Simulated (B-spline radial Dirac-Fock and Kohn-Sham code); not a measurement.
**Inner shells of Pb²³⁺**

Wanted for Pb²³⁺: how cheaper methods do for the levels.

Method: a free atom or ion on a radial basis; each step names its model; computed with B-spline radial Dirac-Fock and Kohn-Sham code, version 2.

## (1) The system

Pb²³⁺ in the configuration 1s2 2s2 2p6 3s2 3p6 3d10 4s2 4p6 4d10 4f13.

```yaml
nuclear_charge: 82
electrons: 59
mass_number: 208
nuclear_rms_radius: 5.5012 fm
```

Outer shells as boxes (Hund's rule, for the drawing alone; heavy ions are jj-coupled, and the calculation averages over the configuration):

```
[Kr] core
4d [↑↓][↑↓][↑↓][↑↓][↑↓]
4f [↑↓][↑↓][↑↓][↑↓][↑↓][↑↓][↑ ]
```

## (2) Dirac LDA, for comparison

Model: Dirac-Kohn-Sham LDA (Slater exchange, VWN correlation), finite nucleus, spherical and without spin polarisation.

Settings, as recorded:

```ini
task = binding-ladder
Z = 82
charge = 23
configuration = 1s2 2s2 2p6 3s2 3p6 3d10 4s2 4p6 4d10 4f13
mass_number = 208
rms_radius = 5.5012  # fm
method = lda,vwn
relativity = dirac
```

The program writes no log. Results of the run, from its result record (rounded, main fields):

```text
{
  "status": "converged",
  "shells": ["K", "L1", "L2", "L3", "M1", "M2", "M3", "M4", "M5", "N1", "N2", "N3", "N4", "N5", "N6,7"],
  "minus_eigenvalue [eV]": [88467.1, 16310.1, 15701.2, 13512.6, 4363.03, 4085.93, 3596.51, 3136.97, 3032.52, 1428.48, 1307.68, 1184.42, 986.021, 962.461, 701.105],
  "delta_scf [eV]": [89123.9, 16443.6, 15870.7, 13654.7, 4410.99, 4136.9, 3642.94, 3190.79, 3084.72, 1454.87, 1334.06, 1209.41, 1010.94, 986.984, 725.746],
  "total_energy [Ha]": -20692.3498,
  "dirac_fock_binding [eV]": [88639.6, 16495.7, 15829.8, 13663.8, 4471.17, 4174.0, 3684.47, 3202.7, 3100.16, 1489.09, 1359.78, 1236.05, 1024.79, 1001.28, 724.23]
}
```

Against the Dirac-Fock value with Breit and QED (eV):

```tsv
level	-ε	miss	ΔSCF	miss	Dirac-Fock
K	88467.1	-172.5	89123.9	+484.3	88639.6
L1	16310.1	-185.6	16443.6	-52.1	16495.7
L2	15701.2	-128.6	15870.7	+40.9	15829.8
L3	13512.6	-151.2	13654.7	-9.1	13663.8
M1	4363.0	-108.1	4411.0	-60.2	4471.2
M2	4085.9	-88.1	4136.9	-37.1	4174.0
M3	3596.5	-88.0	3642.9	-41.5	3684.5
M4	3137.0	-65.7	3190.8	-11.9	3202.7
M5	3032.5	-67.6	3084.7	-15.4	3100.2
N1	1428.5	-60.6	1454.9	-34.2	1489.1
N2	1307.7	-52.1	1334.1	-25.7	1359.8
N3	1184.4	-51.6	1209.4	-26.6	1236.0
N4	986.0	-38.8	1010.9	-13.8	1024.8
N5	962.5	-38.8	987.0	-14.3	1001.3
N6,7	701.1	-23.1	725.7	+1.5	724.2
```

## (3) The levels by non-relativistic HF

Model: non-relativistic Hartree-Fock, average of configuration, point nucleus.

The run's settings:

```ini
task = binding-ladder
method = hf
relativity = nr
```

The program writes no log. Results of the run, from its result record (rounded, main fields):

```text
{
  "status": "converged",
  "shells": ["1s", "2s", "2p", "3s", "3p", "3d", "4s", "4p", "4d", "4f"],
  "minus_eigenvalue [eV]": [80206.2, 14161.5, 13643.2, 3880.66, 3633.75, 3179.71, 1326.69, 1216.24, 1013.68, 740.029],
  "delta_scf [eV]": [80136.8, 14122.5, 13600.4, 3863.03, 3615.16, 3158.28, 1323.09, 1212.63, 1009.97, 735.921],
  "total_energy [Ha]": -19312.4978
}
```

## (4) Cost and miss of the cheaper method

| method | level | eigenvalue miss (%) | ΔSCF miss (%) | time |
| --- | --- | --- | --- | --- |
| Dirac LDA | K | -0.19 | +0.55 | 3.6 s |

Times cover the ground state and all hole states of a step, on one thread of a shared host; states solved in an earlier step are reused, and a first call can include compiling.

## (5) Results

| quantity | value |
| --- | --- |
| Dirac LDA, K: eigenvalue / ΔSCF | 88467.1 / 89123.9 eV |
| non-relativistic HF: deepest eigenvalue | -80206.2 eV |

Dirac LDA misses the K level by -0.2 % with its eigenvalue and by +0.5 % with ΔSCF. Breit and QED terms, which only the reference holds, shift this level by tenths of a per cent, so the eigenvalue's nearness can be cancellation. The Hartree-Fock and Dirac-Fock values hold no electron correlation.
